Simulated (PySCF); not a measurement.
# VCl₂: ligand-field states

What do calculations give for the ligand-field states of VCl₂?

Programs: PySCF 2.14.0, with routines of our own; each step states its level. All values are computed. Atoms count from 0.

## 1. The system as given

3 atoms, charge 0, states of the metal's open shell are computed; geometry from: model start, shaken.

## 2. Optimising the geometry at PBE0-D3(BJ)/def2-TZVP

Job settings and geometry (Å):

```
{"job": {"xc": "PBE0", "basis": "def2-TZVP", "d3": "d3bj", "grid": 1, "maxiter": 45, "kind": "geom"}, "charge": 0, "metal": "V", "open_shell": "d3"}
V      0.000020     0.004480    -0.004110
Cl    -0.013360    -0.006820     2.245130
Cl     0.000900     0.020100    -2.267380
```

The run is started by

```bash
OMP_NUM_THREADS=1 python lf_run.py task.json out
```

This one command runs all jobs of the session in turn.

Standard output:

```text
step   0  E = -1864.02279048  max force = 0.017614
step   1  E = -1864.02484636  max force = 0.003725
step   2  E = -1864.02492731  max force = 0.000595
step   3  E = -1864.02492811  max force = 0.000020
optimisation converged
```

It took 18 s on 1 thread of Intel Xeon Platinum 8375C at 2.90GHz, shared host; peak memory 0.42 GiB.

Step by step:

```
step  energy from step 0 (eV)  largest force component (eV/Å)
   0                   0.0000                          0.9057
   1                  -0.0559                          0.1915
   2                  -0.0581                          0.0306
   3                  -0.0582                          0.0010
```

Distances of close pairs at the start and the end, largest changes first:

```
  bond  before (Å)  after (Å)  change (Å)
V0–Cl2       2.263      2.192      -0.071
V0–Cl1       2.249      2.192      -0.057
```

The end geometry stands in the next job.

```
                         at the end point         value
  point group (found at 0.08 Å tolerance)         Dinfh
rotational constants (GHz, main isotopes)  1.504, 1.504
                        dipole moment (D)          0.02
                                     ⟨S²⟩         3.773
```

## 3. Ligand-field states: state-averaged CASSCF

Job settings and geometry (Å):

```
{"job": {"kind": "lf", "basis": {"metal": "x2c-TZVPall", "ligand": "x2c-SVPall"}, "nevpt": true}, "charge": 0, "metal": "V", "open_shell": "d3"}
V      0.000000     0.000000     0.000000
Cl     0.000000    -0.000000     2.192071
Cl    -0.000000     0.000000    -2.192081
```

Method: state-averaged CASSCF of the metal d shell, SC-NEVPT2 on the averaged canonical orbitals, state-interaction spin-orbit coupling.

Standard output:

```text
basis functions 84, electrons 57, active (3e, 5o)
stage 1: DIIS on the effective Fock matrix, level shift 0.30
cycle   1  E = -1869.5965546052  dE = -1.870e+03  max|g| = 2.445e-01
cycle   2  E = -1869.6213598440  dE = -2.481e-02  max|g| = 3.524e-01
cycle   3  E = -1869.6816115578  dE = -6.025e-02  max|g| = 2.008e-01
cycle   4  E = -1869.7105378579  dE = -2.893e-02  max|g| = 7.199e-02
cycle   5  E = -1869.7233817121  dE = -1.284e-02  max|g| = 3.754e-02
cycle   6  E = -1869.7258879860  dE = -2.506e-03  max|g| = 2.531e-02
cycle   7  E = -1869.7274348085  dE = -1.547e-03  max|g| = 1.412e-02
cycle   8  E = -1869.7280021970  dE = -5.674e-04  max|g| = 5.636e-03
cycle   9  E = -1869.7280964732  dE = -9.428e-05  max|g| = 2.657e-03
cycle  10  E = -1869.7281063563  dE = -9.883e-06  max|g| = 2.482e-03
cycle  11  E = -1869.7281109569  dE = -4.601e-06  max|g| = 2.882e-03
...
cycle  34  E = -1869.7281187036  dE = -5.555e-08  max|g| = 6.312e-04
cycle  35  E = -1869.7281187626  dE = -5.902e-08  max|g| = 5.629e-04
cycle  36  E = -1869.7281188181  dE = -5.551e-08  max|g| = 4.500e-04
cycle  37  E = -1869.7281188624  dE = -4.429e-08  max|g| = 4.209e-04
cycle  38  E = -1869.7281188996  dE = -3.718e-08  max|g| = 3.722e-04
cycle  39  E = -1869.7281189181  dE = -1.855e-08  max|g| = 3.445e-04
cycle  40  E = -1869.7281189342  dE = -1.602e-08  max|g| = 3.225e-04
stage 2: quasi-Newton rotations from the point of smallest gradient
cycle  42  E = -1869.7281189986  dE = -6.448e-08  max|g| = 1.309e-04
cycle  43  E = -1869.7281190133  dE = -1.465e-08  max|g| = 4.960e-05
cycle  44  E = -1869.7281190143  dE = -1.020e-09  max|g| = 8.329e-06
converged average energy = -1869.7281190143

 mult deg   label        CASSCF/cm-1   NEVPT2/cm-1
   4   1   4Sigmag-            0.0           0.0
   4   2   4Pig             1063.0        2927.3
   4   2   4Phig            3491.6        4454.4
   4   2   4Deltag          3851.0        7249.1
   4   2   4Pig            13299.9       12548.9
   2   2   2Gammag         14285.6       12977.3
   2   2   2Deltag         14986.8       13860.5
   2   2   2Phig           14256.7       14331.5
   2   1   2Sigmag+        15737.3       14740.6
   2   2   2Pig            16017.9       16022.0
   2   1   2Sigmag-        18511.0       16204.2
   2   2   2Pig            16934.2       16363.8
   2   2   2Hg             15478.8       16665.8
   2   2   2Phig           19838.4       19515.6
   4   1   4Sigmag-        20601.5       19798.2
   2   2   2Deltag         21471.9       19811.9
   2   2   2Pig            21480.5       20511.9
   2   2   2Gammag         19584.0       21074.0
   2   1   2Sigmag+        21973.6       21075.0
   2   2   2Deltag         22085.0       21544.4
   2   2   2Pig            23585.4       22380.6
   2   1   2Sigmag-        23245.6       24061.4
   2   2   2Phig           31409.4       28401.3
   2   2   2Deltag         33568.2       30843.4
   2   1   2Sigmag-        33785.6       31203.7
   2   2   2Pig            35492.5       32797.0
   2   2   2Deltag         48096.5       42232.0
   2   2   2Pig            51312.2       44621.7
   2   1   2Sigmag+        54572.8       48345.3

spin-orbit levels / cm-1
      0.00  x2  4Sigmag- 0.99
     13.23  x2  4Sigmag- 1.00
   2868.60  x2  4Pig 1.00
   2922.69  x2  4Pig 0.99
   2974.49  x2  4Pig 1.00
   3028.10  x2  4Pig 1.00
   4209.74  x2  4Phig 1.00
   4383.41  x2  4Phig 1.00
   4557.22  x2  4Phig 1.00
   4731.00  x2  4Phig 1.00
   7109.54  x2  4Deltag 1.00
   7221.61  x2  4Deltag 1.00
   7328.61  x2  4Deltag 1.00
   7430.83  x2  4Deltag 1.00
  12482.03  x2  4Pig 1.00
  12531.15  x2  4Pig 1.00
  12585.02  x2  4Pig 1.00
  12644.80  x2  4Pig 1.00
  12961.45  x2  2Gammag 0.98
  13008.56  x2  2Gammag 1.00
  13842.88  x2  2Deltag 0.94 2Phig 0.06
  13884.78  x2  2Deltag 1.00
  14348.76  x2  2Phig 0.94 2Deltag 0.06
  14413.91  x2  2Phig 0.98
  14742.06  x2  2Sigmag+ 0.98
  16016.92  x2  2Pig 0.96
  16061.04  x2  2Pig 0.99
  16156.17  x2  2Pig 0.68 2Sigmag- 0.30
  16286.59  x2  2Sigmag- 0.68 2Pig 0.28
  16601.06  x2  2Pig 0.99
```

Run time: 5 s. Hardware: 1 thread of Intel Xeon Platinum 8375C at 2.90GHz, shared host; peak memory 0.29 GiB.

Key values:

```
             quantity     value
spin-orbit constant ζ  157 cm⁻¹
```

Powder susceptibility:

```
T (K)  χT (cm³ K/mol)  μ(eff)
    2           1.093    2.96
    5           1.281    3.20
   10           1.474    3.43
   20           1.599    3.58
   30           1.639    3.62
   50           1.671    3.66
   75           1.693    3.68
  100           1.710    3.70
  150           1.739    3.73
  200           1.767    3.76
  250           1.793    3.79
  300           1.819    3.81
```

Orbitals, density, ELF and potential are computed afterwards from the orbital file.

The spin density lies nearest to V0 98 %.

## 4. Ligand-field states: state-averaged CASSCF (basis x2c-TZVPall)

Job settings and geometry (Å):

```
{"job": {"kind": "lf", "basis": "x2c-TZVPall", "nevpt": true}, "charge": 0, "metal": "V", "open_shell": "d3"}
V      0.000000     0.000000     0.000000
Cl     0.000000    -0.000000     2.192071
Cl    -0.000000     0.000000    -2.192081
```

With the program's defaults for keys left out, this is: state-averaged CASSCF of the metal d shell, SC-NEVPT2 on the averaged canonical orbitals, state-interaction spin-orbit coupling.

Standard output:

```text
basis functions 122, electrons 57, active (3e, 5o)
stage 1: DIIS on the effective Fock matrix, level shift 0.30
cycle   1  E = -1869.9425078479  dE = -1.870e+03  max|g| = 2.218e-01
cycle   2  E = -1869.9744824013  dE = -3.197e-02  max|g| = 3.032e-01
cycle   3  E = -1870.0291868949  dE = -5.470e-02  max|g| = 1.666e-01
cycle   4  E = -1870.0556479220  dE = -2.646e-02  max|g| = 6.715e-02
cycle   5  E = -1870.0669991564  dE = -1.135e-02  max|g| = 3.658e-02
cycle   6  E = -1870.0695588066  dE = -2.560e-03  max|g| = 2.161e-02
cycle   7  E = -1870.0709506474  dE = -1.392e-03  max|g| = 1.203e-02
cycle   8  E = -1870.0713695215  dE = -4.189e-04  max|g| = 5.437e-03
cycle   9  E = -1870.0714523034  dE = -8.278e-05  max|g| = 2.425e-03
cycle  10  E = -1870.0714662695  dE = -1.397e-05  max|g| = 1.712e-03
cycle  11  E = -1870.0714702109  dE = -3.941e-06  max|g| = 1.591e-03
...
cycle  34  E = -1870.0714747020  dE = -1.394e-09  max|g| = 1.022e-04
cycle  35  E = -1870.0714747028  dE = -8.508e-10  max|g| = 9.747e-05
cycle  36  E = -1870.0714747035  dE = -6.410e-10  max|g| = 9.318e-05
cycle  37  E = -1870.0714747039  dE = -4.268e-10  max|g| = 9.016e-05
cycle  38  E = -1870.0714747042  dE = -3.336e-10  max|g| = 8.654e-05
cycle  39  E = -1870.0714747045  dE = -3.008e-10  max|g| = 8.453e-05
cycle  40  E = -1870.0714747057  dE = -1.141e-09  max|g| = 7.402e-05
stage 2: quasi-Newton rotations from the point of smallest gradient
cycle  42  E = -1870.0714747091  dE = -3.413e-09  max|g| = 3.274e-05
cycle  43  E = -1870.0714747100  dE = -8.722e-10  max|g| = 1.010e-05
cycle  44  E = -1870.0714747100  dE = -4.866e-11  max|g| = 1.342e-06
converged average energy = -1870.0714747100

 mult deg   label        CASSCF/cm-1   NEVPT2/cm-1
   4   1   4Sigmag-            0.0           0.0
   4   2   4Pig             1125.5        2967.0
   4   2   4Phig            3659.4        4451.4
   4   2   4Deltag          4056.6        7264.1
   4   2   4Pig            13364.5       12490.0
   2   2   2Gammag         14233.9       12905.9
   2   2   2Deltag         15028.3       13806.2
   2   2   2Phig           14304.0       14293.4
   2   1   2Sigmag+        15788.8       14617.4
   2   2   2Pig            16129.1       15963.2
   2   1   2Sigmag-        18454.9       16045.2
   2   2   2Pig            16945.6       16342.4
   2   2   2Hg             15432.9       16657.8
   2   2   2Phig           19910.9       19401.8
   2   2   2Deltag         21589.2       19669.7
   4   1   4Sigmag-        20941.6       19703.9
   2   2   2Pig            21595.2       20372.6
   2   2   2Gammag         19725.9       21025.6
   2   1   2Sigmag+        22095.2       21063.7
   2   2   2Deltag         22207.6       21462.4
   2   2   2Pig            23713.6       22240.9
   2   1   2Sigmag-        23437.2       23943.4
   2   2   2Phig           31423.5       28236.1
   2   2   2Deltag         33723.4       30695.6
   2   1   2Sigmag-        33980.9       31024.6
   2   2   2Pig            35754.1       32628.4
   2   2   2Deltag         48116.7       41993.5
   2   2   2Pig            51432.3       44338.1
   2   1   2Sigmag+        54767.8       48064.5

spin-orbit levels / cm-1
      0.00  x2  4Sigmag- 0.99
     13.03  x2  4Sigmag- 1.00
   2907.39  x2  4Pig 1.00
   2961.46  x2  4Pig 0.99
   3013.61  x2  4Pig 1.00
   3067.67  x2  4Pig 1.00
   4206.14  x2  4Phig 1.00
   4379.99  x2  4Phig 1.00
   4553.95  x2  4Phig 1.00
   4727.87  x2  4Phig 1.00
   7124.26  x2  4Deltag 1.00
   7236.16  x2  4Deltag 1.00
   7343.06  x2  4Deltag 1.00
   7445.23  x2  4Deltag 1.00
  12422.96  x2  4Pig 1.00
  12472.10  x2  4Pig 1.00
  12525.68  x2  4Pig 1.00
  12585.00  x2  4Pig 1.00
  12891.13  x2  2Gammag 0.98
  12935.86  x2  2Gammag 1.00
  13785.81  x2  2Deltag 0.94 2Phig 0.06
  13833.32  x2  2Deltag 1.00
  14311.54  x2  2Phig 0.94 2Deltag 0.05
  14373.32  x2  2Phig 0.98
  14618.14  x2  2Sigmag+ 0.98
  15955.66  x2  2Pig 0.96
  16002.23  x2  2Pig 0.99
  16058.72  x2  2Sigmag- 0.76 2Pig 0.21
  16206.34  x2  2Pig 0.76 2Sigmag- 0.20 2Pig 0.04
  16578.10  x2  2Pig 0.99
```

Wall time 5.8 s (1 thread of Intel Xeon Platinum 8375C at 2.90GHz, shared host); peak memory 0.33 GiB.

In short:

```
             quantity     value
spin-orbit constant ζ  157 cm⁻¹
```

Powder susceptibility:

```
T (K)  χT (cm³ K/mol)  μ(eff)
    2           1.099    2.96
   20           1.606    3.58
  100           1.714    3.70
  300           1.821    3.82
```

## 5. Ligand-field states: state-averaged CASSCF (avg hs)

Job settings and geometry (Å):

```
{"job": {"kind": "lf", "basis": {"metal": "x2c-TZVPall", "ligand": "x2c-SVPall"}, "nevpt": true, "avg": "hs"}, "charge": 0, "metal": "V", "open_shell": "d3"}
V      0.000000     0.000000     0.000000
Cl     0.000000    -0.000000     2.192071
Cl    -0.000000     0.000000    -2.192081
```

With the program's defaults for keys left out, this is: state-averaged CASSCF of the metal shell.

Standard output:

```text
ValueError: cannot convert float NaN to integer
```

Wall time 2.6 s (1 thread of Intel Xeon Platinum 8375C at 2.90GHz, shared host); peak memory 0.33 GiB.

Diagnosis: The driver itself broke with the error shown; the message names no setting of the input.

## 6. The runs side by side

From the NEVPT2 states (cm⁻¹; the spread is that of the fitted one-electron ligand-field levels):

```
step            setting  ground state    next state  orbital spread  Racah B    ζ  μ(eff), 300 K
   3           as given      4Sigmag-  4Pig at 2927            5782      666  157           3.81
   4  basis x2c-TZVPall      4Sigmag-  4Pig at 2967            5830      657  157           3.82
```

## 7. Summary of results

| quantity | value |
| --- | --- |
| point group | Dinfh |
| rotational constants (main isotopes) | 1.50, 1.50 GHz |
| spin-orbit constant ζ (step 3, state-averaged CASSCF) | 157 cm⁻¹ |
| ground multiplicity, μ(eff) at 300 K (step 3, 2 donors at 2.19 Å) | 4, 3.81 μB |
| ground multiplicity, μ(eff) at 300 K (step 4, 2 donors at 2.19 Å) | 4, 3.82 μB |
| runs | 1 failed, 0 ended on unsound input |

What this shows: Relaxing lowered the energy by 0.058 eV in 3 steps; the close pair that moved most is V0–Cl2, from 2.263 to 2.192 Å. No frequency check was run at this level, so the end point may be a saddle. In step 3, χT goes from 1.09 at 2 K to 1.82 cm³ K/mol at 300 K, as higher levels fill or mix in.
